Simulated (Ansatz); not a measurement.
What does this script print? It uses Ansatz 0.2.0 through its Python package.

`run_methods.py`:
```python
'''One geometry of CH3BN2, method by method.'''

import ansatz as az

BASIS_SET = 'cc-pVDZ'

geometry_ang = [
    ('N', (-0.82, 1.1213, -0.1238)),
    ('B', (-0.1624, -0.166, -0.3306)),
    ('C', (0.8581, -1.1157, -0.0318)),
    ('N', (-0.0066, -1.478, -0.8991)),
    ('H', (-1.4934, 1.0466, 0.6744)),
    ('H', (-0.1372, 1.8775, 0.1319)),
    ('H', (1.8227, -1.3537, 0.5334)),
]
ch3bn2 = az.Crystal.molecule()
for symbol, xyz in geometry_ang:
    ch3bn2 = ch3bn2.atom(symbol, xyz)

setup = ch3bn2.calculation().basis(gaussian=BASIS_SET)

methods = ['mp2', 'ccsd', 'ccsd_t']
batch = az.Session.batch([setup.correlation(m).input() for m in methods])
reports = sorted(batch.plan().execute().molecular_reports, key=lambda each: each['member'])
print(f'Hartree-Fock reference {reports[0]["reference_energy_ev"] / 27.211386246:.6f} Ha')
best = reports[-1]['free_energy_ev'] - reports[-1]['reference_energy_ev']
for method, each in zip(methods, reports):
    gained = each['free_energy_ev'] - each['reference_energy_ev']
    print(f'{method:8s} total {each["free_energy_ev"] / 27.211386246:.6f} Ha  correlation {gained:9.4f} eV  ({100 * gained / best:.1f} % of the last)')
```

`python run_methods.py` gives:
```text
Hartree-Fock reference -173.172259 Ha
mp2      total -173.694028 Ha  correlation  -14.1980 eV  (91.7 % of the last)
ccsd     total -173.721352 Ha  correlation  -14.9416 eV  (96.5 % of the last)
ccsd_t   total -173.741049 Ha  correlation  -15.4776 eV  (100.0 % of the last)
```

What to keep in mind:
- Total energies depend on the basis set; only differences at equal settings carry meaning.
- The geometry is a force-field or estimated start, not a minimum of this method, and the basis set is short of its limit. A lower total doesn't mark the better method: functionals have no common bound, and MP2 and coupled cluster aren't variational.
- Inner cores stay frozen, so this is valence correlation.

(Lines on the test bed's own set-up are left out of the output.)
